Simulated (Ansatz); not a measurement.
# C₄H₉Cl₃Ge: a ladder of functionals and wavefunction methods

One table from this session's results is given with a row withheld; the runs are named, their logs left out.

Program: Ansatz 0.2.0, Gaussian basis. Level of theory: functionals in def2-TZVPP, the program's frozen cores in correlated methods. These are calculated values, not measurements.

The runs, in order: LDA (SPW92), PBE-D4, revPBE-D4, BLYP-D4, r2SCAN-D4, B97M-V, PBE0-D4, B3LYP-D4, r2SCANh-D4, r2SCAN0-D4, HSE06-D4, BHLYP-D4, CAM-B3LYP-D4, LC-ωPBE, ωB97X-V, ωB97M-V, B2PLYP, PBE-QIDH; CCSD(T)/def2-SVP; CCSD(T)/def2-TZVPP; MP2/def2-QZVPP; extrapolation to the limit; RPA on PBE.

## The relaxed structure

All runs share one geometry, relaxed beforehand with PBE0-D4 in a triple-zeta def2 set.

SMILES `CC(C)[CH2][Ge]([Cl])([Cl])[Cl]`, 17 atoms, charge 0, spin multiplicity 1.

Atoms are counted from 1 here; the program's logs count them from 0.

Bond lengths: C1–C2 1.523 Å, C1–H9 1.093 Å, C1–H10 1.094 Å, C1–H11 1.093 Å, C2–C3 1.521 Å, C2–C4 1.526 Å, C2–H12 1.096 Å, C3–H13 1.094 Å, C3–H14 1.093 Å, C3–H15 1.092 Å, C4–Ge5 1.942 Å, C4–H16 1.095 Å, C4–H17 1.094 Å, Ge5–Cl6 2.140 Å, Ge5–Cl7 2.140 Å, Ge5–Cl8 2.141 Å. Angles: C2–C1–H9 110.8°, C2–C1–H10 110.8°, C2–C1–H11 111.5°, H9–C1–H10 107.8°, H9–C1–H11 108.0°, H10–C1–H11 107.9°, C1–C2–C3 111.0°, C1–C2–C4 109.4°, C1–C2–H12 108.1°, C3–C2–C4 112.2°, C3–C2–H12 108.2°, C4–C2–H12 108.0°, C2–C3–H13 110.9°, C2–C3–H14 112.2°, C2–C3–H15 110.6°, H13–C3–H14 107.7°, H13–C3–H15 107.9°, H14–C3–H15 107.4° and more.

Set-up of the first run:

Input file in.yaml:

```yaml
crystal:
  periodic: [false, false, false]
  atoms:
    - {symbol: C, position_ang: [-0.184246, -1.966970, 0.694279]}
    - {symbol: C, position_ang: [-0.325028, -0.647346, -0.053635]}
    - {symbol: C, position_ang: [-1.507891, 0.152511, 0.470656]}
    - {symbol: C, position_ang: [0.984283, 0.131313, 0.042077]}
    - {symbol: Ge, position_ang: [1.059842, 1.773506, -0.991642]}
    - {symbol: Cl, position_ang: [3.088996, 2.270071, -1.455046]}
    - {symbol: Cl, position_ang: [0.237115, 3.463398, 0.031422]}
    - {symbol: Cl, position_ang: [0.011117, 1.590706, -2.848996]}
    - {symbol: H, position_ang: [-1.097193, -2.560836, 0.607102]}
    - {symbol: H, position_ang: [-0.000087, -1.792077, 1.758648]}
    - {symbol: H, position_ang: [0.644267, -2.562668, 0.303656]}
    - {symbol: H, position_ang: [-0.507016, -0.873615, -1.110537]}
    - {symbol: H, position_ang: [-1.349582, 0.445426, 1.512995]}
    - {symbol: H, position_ang: [-1.679646, 1.063715, -0.107536]}
    - {symbol: H, position_ang: [-2.423200, -0.441411, 0.425152]}
    - {symbol: H, position_ang: [1.200441, 0.419038, 1.076368]}
    - {symbol: H, position_ang: [1.828727, -0.465261, -0.314661]}
basis:
  gaussian: {orbitals: def2-TZVPP}
hamiltonian: {xc: lda}
output: {orbitals: {seedname: orbitals}}
```

Launch:

```sh
$ ansatz run in.yaml --threads 5 --pin off --events-out ev --progress --plain --max-ram 66560MiB --backend cuda --devices 0, --max-vram 37GiB
```

Among the steps run: LDA; PBE-D4 (GGA); revPBE-D4 (GGA); BLYP-D4 (GGA); r2SCAN-D4 (meta-GGA); B97M-V (meta-GGA); PBE0-D4 (hybrid); B3LYP-D4 (hybrid); r2SCANh-D4 (hybrid); r2SCAN0-D4 (hybrid); HSE06-D4 (hybrid); BHLYP-D4 (hybrid); CAM-B3LYP-D4 (range-separated); LC-ωPBE (range-separated); ωB97X-V (range-separated); ωB97M-V (range-separated); B2PLYP (double hybrid); PBE-QIDH (double hybrid).

One table of the session follows, with a row left open; its other results are not shown here.

It belongs to the step «Orbital energies across the functionals». 

| functional | HOMO (eV) | gap (eV) |
| --- | --- | --- |
| LDA (SPW92) | -7.65 | 5.35 |
| PBE-D4 | -7.50 | 5.50 |
| revPBE-D4 | -7.43 | 5.55 |
| BLYP-D4 | -7.35 | 5.42 |
| r2SCAN-D4 | ? | ? |
| B97M-V | -7.92 | 6.27 |
| PBE0-D4 | -8.77 | 7.77 |
| B3LYP-D4 | -8.54 | 7.23 |
| r2SCANh-D4 | -8.27 | 6.88 |
| r2SCAN0-D4 | -8.97 | 8.12 |
| HSE06-D4 | -8.38 | 7.00 |
| BHLYP-D4 | -9.93 | 10.00 |
| CAM-B3LYP-D4 | -10.09 | 10.13 |
| LC-ωPBE | -11.42 | 12.71 |
| ωB97X-V | -11.07 | 12.28 |
| ωB97M-V | -10.91 | 11.96 |

**Question.** Estimate the row for r2SCAN-D4.

Worked estimate for «HOMO (eV)». Against the share of exact exchange, r2SCANh-D4 (0.1, -8.27), r2SCAN0-D4 (0.25, -8.97) give a slope of -4.67 per unit share; at 0 the line stands at -7.80.

As computed: HOMO (eV): -7.81; gap (eV): 6.06. In «HOMO (eV)» the line misses by +0.01.
